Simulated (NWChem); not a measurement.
# C2H5GaS (SMILES C[CH]1[S][GaH]1): levels of theory compared

Wanted: a comparison of 3 runs (HF/STO-3G, HF/3-21G, B3LYP/6-31G*) of C2H5GaS. 

The results are computed with NWChem 7.3.0.

## (1) The system as given

C2H5GaS: 9 atoms, total charge 0, spin state singlet. As SMILES, `C[CH]1[S][GaH]1`. Geometry: relaxed at PBE0-D4/def2-TZVP.

Bond lengths: C1–C2 1.505 Å, C2–S3 1.891 Å, C2–Ga4 1.940 Å, S3–Ga4 2.169 Å, C1–H5 1.094 Å, C1–H6 1.092 Å, C1–H7 1.096 Å, C2–H8 1.088 Å, Ga4–H9 1.533 Å. Some angles: C1–C2–S3 115.4°, C1–C2–Ga4 124.6°, S3–C2–Ga4 69.0°, C2–S3–Ga4 56.6°, C2–Ga4–S3 54.5°, C1–C2–H8 113.0°, S3–C2–H8 109.8°, Ga4–C2–H8 116.3°, C2–C1–H5 110.5°, C2–C1–H6 112.1°.

## (2) Energy and gradient at HF/STO-3G (run 1)

test.nw reads:

```
start test
title "C2H5GaS gradient"
memory total 2200 mb
charge 0
geometry units angstroms noautosym nocenter noautoz
 C        0.392700       0.607200      -1.013800
 C        0.068000      -0.541600      -0.098000
 S        1.167700      -0.693800       1.432800
 Ga      -0.978100      -0.390800       1.528800
 H       -0.352600       0.683600      -1.811500
 H        0.420800       1.560600      -0.482200
 H        1.373200       0.466400      -1.482300
 H        0.020900      -1.497600      -0.614900
 H       -2.112700      -0.193900       2.541100
end
basis spherical bse
 * library STO-3G
end
scf
 thresh 1e-08
 maxiter 80
 noprint "final vectors analysis"
end
task scf gradient
```

On the command line:

```bash
$ nwchem test.nw > test.out
```

Standard output:

```text
[...]
  functions       =    42
[...]
  wavefunction    = RHF
[...]
         Total SCF energy =  -2371.778061619414
      One-electron energy =  -3970.950743110942
      Two-electron energy =   1272.434430905181
 Nuclear repulsion energy =    326.738250586347
        Time for solution =      9.9s
[...]
                         RHF ENERGY GRADIENTS
    atom               coordinates                        gradient
                 x          y          z           x          y          z
   1 C       0.742095   1.147442  -1.915804   -0.006563  -0.016604   0.019605
   2 C       0.128501  -1.023476  -0.185193    0.016091   0.019692  -0.093718
   3 S       2.206633  -1.311092   2.707599    0.061621  -0.008380   0.019127
   4 Ga     -1.848341  -0.738505   2.889013   -0.018574  -0.000355   0.009643
   5 H      -0.666317   1.291817  -3.423239   -0.004378  -0.001025  -0.003657
   6 H       0.795197   2.949106  -0.911226    0.000871   0.004292   0.002787
   7 H       2.594972   0.881368  -2.801141    0.005884  -0.001808  -0.000449
   8 H       0.039495  -2.830054  -1.161993   -0.000572  -0.005578   0.003951
   9 H      -3.992424  -0.366418   4.801983   -0.054381   0.009765   0.042710
[...]
```

It took 13 s on 1 thread of Intel Xeon Platinum 8259CL at 2.50GHz (Skylake/Cascade Lake), shared host; peak memory 0.1 GiB.

## (3) Energy and gradient at HF/3-21G (run 2)

c2h5gas.nw reads:

```
START c2h5gas
TITLE "C2H5GaS"
memory 2200 mb
charge 0

GEOMETRY noautosym nocenter noautoz
C        0.392700       0.607200      -1.013800
C        0.068000      -0.541600      -0.098000
S        1.167700      -0.693800       1.432800
Ga      -0.978100      -0.390800       1.528800
H       -0.352600       0.683600      -1.811500
H        0.420800       1.560600      -0.482200
H        1.373200       0.466400      -1.482300
H        0.020900      -1.497600      -0.614900
H       -2.112700      -0.193900       2.541100
END

BASIS spherical bse
* library 3-21G
END

SCF
thresh 1e-08
maxiter 80
END

TASK scf gradient
```

On the command line:

```bash
$ nwchem c2h5gas.nw > c2h5gas.out
```

Standard output:

```text
[...]
  functions       =    63
[...]
  wavefunction    = RHF
[...]
         Total SCF energy =  -2387.592377532801
      One-electron energy =  -3977.725034308165
      Two-electron energy =   1263.394406189017
 Nuclear repulsion energy =    326.738250586347
        Time for solution =      7.2s
[...]
                         RHF ENERGY GRADIENTS
    atom               coordinates                        gradient
                 x          y          z           x          y          z
   1 C       0.742095   1.147442  -1.915804   -0.004389  -0.007961   0.008293
   2 C       0.128501  -1.023476  -0.185193    0.024982   0.009614   0.018499
   3 S       2.206633  -1.311092   2.707599   -0.047991   0.006686  -0.020166
   4 Ga     -1.848341  -0.738505   2.889013    0.022370  -0.003148   0.002302
   5 H      -0.666317   1.291817  -3.423239   -0.003915   0.000483  -0.004371
   6 H       0.795197   2.949106  -0.911226    0.000089   0.004995   0.002999
   7 H       2.594972   0.881368  -2.801141    0.005647  -0.000976  -0.002867
   8 H       0.039495  -2.830054  -1.161993   -0.002146  -0.008836  -0.003023
   9 H      -3.992424  -0.366418   4.801983    0.005352  -0.000857  -0.001667
[...]
```

Run time: 11 s. Hardware: 1 thread of Intel Xeon Platinum 8259CL at 2.50GHz (Skylake/Cascade Lake), shared host; peak memory 0.098 GiB.

## (4) Energy and forces at B3LYP/6-31G(d) (Cartesian functions) (run 3)

calc.nw reads:

```
START calc
memory total 2200 mb
charge 0
GEOMETRY units atomic noautosym nocenter noautoz
C    0.74209545   1.14744170  -1.91580435
C    0.12850138  -1.02347567  -0.18519316
S    2.20663320  -1.31109199   2.70759959
Ga  -1.84834112  -0.73850497   2.88901330
H   -0.66631743   1.29181678  -3.42323887
H    0.79519675   2.94910659  -0.91122594
H    2.59497191   0.88136826  -2.80114103
H    0.03949528  -2.83005384  -1.16199259
H   -3.99242438  -0.36641790   4.80198306
END
BASIS cartesian
* library 6-31G*
END
DFT
xc b3lyp
grid fine
convergence energy 1e-08
maxiter 100
mulliken
print low
END
TASK dft gradient
```

On the command line:

```bash
$ nwchem calc.nw > calc.out
```

Standard output:

```text
[...]
 d= 0,ls=0.0,diis     1  -2401.9498963215 -2.73D+03  1.75D-02  1.04D+00     5.4
[...]
 d= 0,ls=0.0,diis    11  -2402.0206668909 -8.35D-09  8.64D-07  5.28D-09    43.2
         Total DFT energy =    -2402.020666890867
      One electron energy =    -3989.644466709666
           Coulomb energy =     1374.371249810849
    Exchange-Corr. energy =     -113.485676982383
 Nuclear repulsion energy =      326.738226990333
[...]
                         DFT ENERGY GRADIENTS
    atom               coordinates                        gradient
                 x          y          z           x          y          z
   1 C       0.742095   1.147442  -1.915804   -0.000269  -0.003105   0.003038
   2 C       0.128501  -1.023476  -0.185193    0.002474   0.003098   0.006218
   3 S       2.206633  -1.311092   2.707600   -0.014243   0.002439  -0.008093
   4 Ga     -1.848341  -0.738505   2.889013    0.010761  -0.001136  -0.002720
   5 H      -0.666317   1.291817  -3.423239    0.001420  -0.000318   0.001666
   6 H       0.795197   2.949107  -0.911226    0.000035  -0.001984  -0.000661
   7 H       2.594972   0.881368  -2.801141   -0.002121   0.000101   0.001254
   8 H       0.039495  -2.830054  -1.161993    0.000533   0.001256   0.001276
   9 H      -3.992424  -0.366418   4.801983    0.001410  -0.000351  -0.001979
 Task  times  cpu:       60.4s     wall:       60.4s
[...]
```

It took 61 s on 1 thread of Intel Xeon Platinum 8259CL at 2.50GHz (Skylake/Cascade Lake), shared host; peak memory 0.13 GiB.

## (5) Overview of the runs

| run | level | Cartesian functions | iteration cap | energy (Eh) | dipole moment (D) | largest force (eV/Å) | wall time |
| --- | --- | --- | --- | --- | --- | --- | --- |
| 1 | HF/STO-3G | no | 80 | -2371.778062 | 1.05 | 4.993 | 13 s |
| 2 | HF/3-21G | no | 80 | -2387.592378 | 4.00 | 2.699 | 11 s |
| 3 | B3LYP/6-31G* (Cartesian functions) | yes | 100 | -2402.020667 | – | 0.852 | 61 s |

## (6) What came out

```
                       quantity           value
            run 3: total energy  -2402.02067 Eh
run 3: largest force on an atom      0.852 eV/Å
```

In words: In run 1 the basis is minimal, so the values are rough. All runs together took 84 s, the longest 61 s.
